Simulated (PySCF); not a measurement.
# C4H14BN: the cost of one run

Programs: PySCF 2.14.0, with density-fitted response routines of our own. Each step states its level of theory. These are calculated values for one molecule in the gas phase, unless marked as measured. Atoms are numbered from 0 throughout.

### Step 1. Starting geometry

20 atoms, charge 0, multiplicity 1; geometry from: GFN2-xTB.

Bonds of the start (Å): B0–N1 1.66, N1–C2 1.48, C2–C3 1.53, C2–C4 1.53, C2–C5 1.52, B0–H6 1.19, B0–H7 1.19, B0–H8 1.20, N1–H9 1.02, N1–H10 1.02, C3–H11 1.09, C3–H12 1.09, C3–H13 1.09, C4–H14 1.09, C4–H15 1.09, C4–H16 1.09, C5–H17 1.08, C5–H18 1.09, C5–H19 1.09.

### Step 2. Relaxing the molecule at PBE0-D3(BJ)/def2-SVP

The job: settings as JSON, then the geometry in Å.

```
{"job": {"xc": "PBE0", "basis": "def2-SVP", "d3": "d3bj", "grid": 1, "kind": "geom"}, "charge": 0, "multiplicity": 1}
B      2.224010    -0.594160     0.000490
N      0.881120     0.130790    -0.648470
C     -0.439160     0.108480     0.018060
C     -1.395820     1.005180    -0.776280
C     -0.956050    -1.326880     0.027390
C     -0.288010     0.634730     1.441080
H      2.525290     0.015060     0.977800
H      1.960460    -1.733910     0.220960
H      3.041930    -0.482620    -0.864360
H      1.178740     1.093690    -0.773600
H      0.796350    -0.292430    -1.567860
H     -1.039610     2.034310    -0.794260
H     -2.383020     0.998860    -0.321550
H     -1.495750     0.655100    -1.802850
H     -1.110190    -1.689550    -0.987490
H     -0.234560    -1.971420     0.519750
H     -1.901270    -1.385960     0.560120
H      0.398720     0.003170     1.994530
H      0.105370     1.648950     1.436750
H     -1.250940     0.639460     1.944790
```

**Question.** How long does this first job take on 8 threads of Intel Xeon at 2.50GHz (Skylake/Cascade Lake), shared host?

About 69 s.
